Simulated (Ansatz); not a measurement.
**doublet [GeH2]+: levels of theory compared**

Wanted: a comparison of 3 runs (UB3LYP/6-31G*, U-r2SCAN/def2-TZVPPD, UPBE-QIDH/def2-TZVPPD) of doublet [GeH2]+. 

The results are computed with Ansatz 0.2.0.

34 further runs of the same task are left out: 34 set aside as unsound or not needed.

**1. The molecule**

The species is [GeH2]+ (3 atoms), meant as a doublet with charge +1. SMILES of the parent species: `[GeH2]`. The coordinates come from a PBE0-D4/def2-TZVP relaxation. That shape belongs to the parent species and isn't relaxed for this state.

Bond lengths: Ge1–H2 1.595 Å, Ge1–H3 1.594 Å. Angles: H2–Ge1–H3 90.6°.

**2. A single-point energy at UB3LYP/6-31G(d) (Cartesian functions) (run 1)**

job.yaml reads:

```yaml
crystal:
  periodic: [false, false, false]
  atoms:
    - {symbol: Ge, position_ang: [-0.570100, 0.405100, -0.263700]}
    - {symbol: H, position_ang: [0.783000, 0.743600, 0.509000]}
    - {symbol: H, position_ang: [-0.212900, -1.148700, -0.245300]}
basis:
  gaussian: {orbitals: "6-31G*"}
total_charge: 1
magnetization: {spin_polarized: true, initial_magnetization: 1}
hamiltonian: {xc: {name: B3LYP}}
accuracy: high
output: {orbitals: {seedname: orbitals}}
```

Command:

```console
ansatz run job.yaml --threads 1 --pin off --max-ram 3480MiB --events-out events.jsonl --progress --plain --runs-dir runs
```

Output:

```text
Warning: RAYON_NUM_THREADS=1 ignored (pool sized by the plan → 1); use --threads N
Functional definition: B3LYP
  name "B3LYP"
  parameter a0 = 0.2
  parameter ax = 0.72
  parameter ac = 0.81
  exchange = (1 - a0 - ax)*slater_x + ax*b88_x + a0*exact_x
  correlation = (1 - ac)*vwn_rpa_c + ac*lyp_c
645 factors; integrals over basis functions are off by at most 2.8e-9 eV
mean field evaluation 1: about -56532.7318 eV, gradient 8.6e0 eV
mean field evaluation 2: about -56533.0765 eV, gradient 5.8e0 eV
mean field evaluation 4: about -56533.3793 eV, gradient 5.7e-1 eV
mean field evaluation 8: about -56533.4126 eV, gradient 1.7e-2 eV
mean field evaluation 16: about -56533.4126 eV, gradient 4.3e-6 eV
mean field -56533.41257523 eV, -2077.5645924163 hartree, gradient 4.7e-8 eV, S^2 0.753935; 0 other end points of the search recorded, 0 dependent functions left out
reference -56533.41260395 eV, -2077.5645934718 hartree; 17, 16 occupied and 22, 23 virtual orbitals, 645 factors
Total energy: -56533.41260395 eV, -2077.5645934718 hartree
```

Run time: 2.4 s. Hardware: 1 thread of Arm Neoverse V2, shared host; peak memory 0.13 GiB.

**3. The energy at U-r2SCAN/def2-TZVPPD (run 2)**

run.yaml reads:

```yaml
basis:
  gaussian:
    orbitals: def2-TZVPPD.json
crystal:
  periodic: [false, false, false]
  atoms:
    - {symbol: Ge, position_ang: [-0.570100, 0.405100, -0.263700]}
    - {symbol: H, position_ang: [0.783000, 0.743600, 0.509000]}
    - {symbol: H, position_ang: [-0.212900, -1.148700, -0.245300]}
total_charge: 1
magnetization:
  spin_polarized: true
  initial_magnetization: 1
hamiltonian:
  xc: r2scan
accuracy: high
output: {orbitals: {seedname: orbitals}}
```

The basis set def2-TZVPPD is read from a file made from the Basis Set Exchange's data (not shown).

Command:

```console
ansatz run run.yaml --threads 1 --pin off --max-ram 3480MiB --events-out events.jsonl --progress --plain --runs-dir runs
```

Output:

```text
Warning: RAYON_NUM_THREADS=1 ignored (pool sized by the plan → 1); use --threads N
Functional definition: r2SCAN
  name "r2SCAN"
  parameter k0 = 0.174
  parameter k1 = 0.065
  parameter a1 = 4.9479
  exchange = r2scan_x(k0 = k0, k1 = k1, a1 = a1)
  correlation = r2scan_c
1286 factors; integrals over basis functions are off by at most 4.5e-9 eV
mean field evaluation 1: about -56538.2959 eV, gradient 1.2e1 eV
mean field evaluation 2: about -56538.3934 eV, gradient 1.1e1 eV
mean field evaluation 4: about -56539.3052 eV, gradient 9.9e-1 eV
mean field evaluation 8: about -56539.3072 eV, gradient 1.3e-2 eV
mean field evaluation 16: about -56539.3072 eV, gradient 2.5e-6 eV
mean field -56539.30722410 eV, -2077.7812167666 hartree, gradient 5.8e-9 eV, S^2 0.756003; 0 other end points of the search recorded, 0 dependent functions left out
reference -56539.30722579 eV, -2077.7812168288 hartree; 17, 16 occupied and 71, 72 virtual orbitals, 1286 factors
Total energy: -56539.30722579 eV, -2077.7812168288 hartree
```

It took 10 s on 1 thread of Arm Neoverse V2, shared host; peak memory 0.25 GiB.

**4. The energy at UPBE-QIDH/def2-TZVPPD (run 3)**

input.yaml reads:

```yaml
crystal:
  periodic: [false, false, false]
  atoms:
    - {symbol: Ge, position_ang: [-0.570100, 0.405100, -0.263700]}
    - {symbol: H, position_ang: [0.783000, 0.743600, 0.509000]}
    - {symbol: H, position_ang: [-0.212900, -1.148700, -0.245300]}
basis:
  gaussian: {orbitals: def2-TZVPPD.json}
total_charge: 1
magnetization: {spin_polarized: true, initial_magnetization: 1}
hamiltonian: {xc: {name: PBE-QIDH}}
correlation: {frozen_orbitals: {Ge: 9, H: 0}}
accuracy: high
output: {orbitals: {seedname: orbitals}}
```

The basis set def2-TZVPPD is read from a file made from the Basis Set Exchange's data (not shown).

Command:

```console
ansatz run input.yaml --threads 1 --pin off --max-ram 3480MiB --events-out events.jsonl --progress --plain --runs-dir runs
```

Output, shortened:

```text
Warning: RAYON_NUM_THREADS=1 ignored (pool sized by the plan → 1); use --threads N
Functional definition: PBE-QIDH
  name "PBE-QIDH"
[...]
1286 factors; integrals over basis functions are off by at most 4.5e-9 eV
[...]
mean field -56521.31248751 eV, -2077.1199223944 hartree, gradient 5.1e-8 eV, S^2 0.760360; 0 other end points of the search recorded, 0 dependent functions left out
9 core orbitals not correlated: weight in the atoms' cores, before any rotation towards them, 1.000 or more for the frozen orbitals, at most 0.000 for the correlated occupied ones
reference -56521.31248841 eV, -2077.1199224274 hartree; 8, 7 occupied and 71, 72 virtual orbitals, 1286 factors
second order -6.39869805 eV of doubles, -0.00000000 eV of singles
Total energy: -56523.44538776 eV, -2077.1983050328 hartree
```

Run time: 6.6 s. Hardware: 1 thread of Arm Neoverse V2, shared host; peak memory 0.25 GiB.

**5. All runs side by side**

| run | level | Cartesian functions | frozen core orbitals | energy (Eh) | HOMO energy (eV) | LUMO energy (eV) | ⟨S²⟩ | wall time |
| --- | --- | --- | --- | --- | --- | --- | --- | --- |
| 1 | UB3LYP/6-31G* (Cartesian functions) | yes | – | -2077.564593 | -15.39 | -12.41 | 0.754 | 2.4 s |
| 2 | U-r2SCAN/def2-TZVPPD | no | – | -2077.781217 | -14.85 | -12.51 | 0.756 | 10 s |
| 3 | UPBE-QIDH/def2-TZVPPD | no | 9 | -2077.198305 | -17.54 | -9.68 | 0.760 | 6.6 s |

**6. Results**

| quantity | value |
| --- | --- |
| run 3: total energy | -2077.19831 Eh |
| run 3: HOMO energy (SCF part's orbitals) (highest over α and β) | -17.54 eV |
| run 3: LUMO energy (SCF part's orbitals) (lowest over α and β) | -9.68 eV |
| run 3: ⟨S²⟩ | 0.760 |

What this shows: Totals of different functionals can't be ranked against each other. All runs together took 19 s, the longest 10 s.
